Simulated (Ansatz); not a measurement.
# ClH3MoO3S: the cost of one run

The runs use Ansatz 0.2.0, Gaussian basis; the settings change from run to run.

## 1. The molecule

An earlier PBE0-D4 in a triple-zeta def2 set relaxation fixed the geometry. Mo takes a core potential in def2 sets; no spin-orbit term is included.

SMILES `[OH][Mo]([OH])([OH])(=[S])[Cl]`, 9 atoms, charge 0, spin multiplicity 1.

Atoms are counted from 1 here; the program's logs count them from 0.

Bond lengths: O1–Mo2 1.861 Å, O1–H7 0.963 Å, Mo2–O3 1.861 Å, Mo2–O4 1.855 Å, Mo2–S5 2.082 Å, Mo2–Cl6 2.426 Å, O3–H8 0.963 Å, O4–H9 0.961 Å. Angles: Mo2–O1–H7 120.6°, O1–Mo2–O3 147.9°, O1–Mo2–O4 93.0°, O1–Mo2–S5 104.0°, O1–Mo2–Cl6 78.6°, O3–Mo2–O4 93.0°, O3–Mo2–S5 104.1°, O3–Mo2–Cl6 78.6°, O4–Mo2–S5 107.7°, O4–Mo2–Cl6 145.2°, S5–Mo2–Cl6 107.2°, Mo2–O3–H8 120.7°, Mo2–O4–H9 124.5°.

## 2. B97/x2c-TZVPPall

Contents of in.yaml:

```yaml
crystal:
  periodic: [false, false, false]
  atoms:
    - {symbol: O, position_ang: [1.816142, 0.148045, 0.066016]}
    - {symbol: Mo, position_ang: [-0.029225, 0.104162, -0.172799]}
    - {symbol: O, position_ang: [-1.696540, -0.369831, 0.504522]}
    - {symbol: O, position_ang: [0.051965, -1.381681, -1.280012]}
    - {symbol: S, position_ang: [-0.422148, 1.762716, -1.368570]}
    - {symbol: Cl, position_ang: [0.139981, 0.894670, 2.114565]}
    - {symbol: H, position_ang: [2.194789, 0.378949, 0.920530]}
    - {symbol: H, position_ang: [-1.907801, -0.228082, 1.433073]}
    - {symbol: H, position_ang: [-0.058563, -1.355246, -2.234324]}
basis:
  gaussian: {orbitals: x2c-TZVPPall}
hamiltonian: {xc: {name: B97}}
```

The run is started by

```bash
$ ansatz run in.yaml --threads 4 --pin off --events-out ev --progress --plain --max-ram 11315MiB
```

Q: Estimate wall time and peak memory on 4 threads of Arm Neoverse V2, shared host.

About 17 s, with a peak of 1.1 GiB.
